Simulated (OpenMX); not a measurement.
Runs of OpenMX 3.8.5 on HPbNO4. The typed cell holds 7 atoms: a = 3.857 Å, b = 4.338 Å, c = 5.984 Å, α = 81.87°, β = 83.26°, γ = 87.68°. The cell was built by a generator and needn't be a form met in nature.

| task | level | potentials or basis | k mesh | gap on the mesh (eV) | pressure (GPa) | largest force (eV/Å) |
| --- | --- | --- | --- | --- | --- | --- |
| single point | PBE+D4 | OpenMX 2013 PBE set, H6.0-s2p1, Pb8.0-s3p2d2f1, N6.0-s2p2d1, O6.0-s2p2d1, grid cutoff 500 Ry | 5 × 5 × 5 | 0.41 | (a) | 1.85 |
| single point | PBE+D3 | OpenMX 2013 PBE set, H6.0-s2p1, Pb8.0-s3p2d2f1, N6.0-s2p2d1, O6.0-s2p2d1, grid cutoff 500 Ry | 5 × 5 × 5 | 0.41 | 1.6 | 1.84 |
| single point | PBE | OpenMX 2013 PBE set, H6.0-s2p1, Pb8.0-s3p2d2f1, N6.0-s2p2d1, O6.0-s2p2d1, grid cutoff 500 Ry | 5 × 5 × 5 | 0.41 | 2.5 | 1.85 |
| band structure | PBE | OpenMX 2013 PBE set, H7.0-s2p2d1, Pb8.0-s3p2d2f2, N6.0-s3p2d2, O6.0-s3p2d2, grid cutoff 500 Ry | 7 × 7 × 5 | 0.39 | 1.6 | 1.31 |
| single point | PBE | OpenMX 2013 PBE set, H6.0-s2p1, Pb8.0-s3p2d2f1, N6.0-s2p2d1, O6.0-s2p2d1, grid cutoff 500 Ry | 7 × 7 × 5 | 0.40 | 2.5 | 1.84 |

Alike in all rows: no spin polarisation; cell as given; smearing fermi-dirac 0.05 eV.

Problem. Fill in the values left out.

Solution. (a) 1.1.

Caveats: spin-orbit coupling is left out, which as a rule narrows the gap of such compounds by several tenths of an eV; the basis of atomic orbitals isn't converged, which shifts pressures, moduli and gaps; forces of over 1 eV/Å show positions far from the minimum, so gaps and moduli don't describe the material at rest; an odd mesh through Γ misses points on the zone boundary, where band edges often lie (some runs).

A k mesh can miss the band edges, and the runs leave out spin-orbit coupling on Pb.
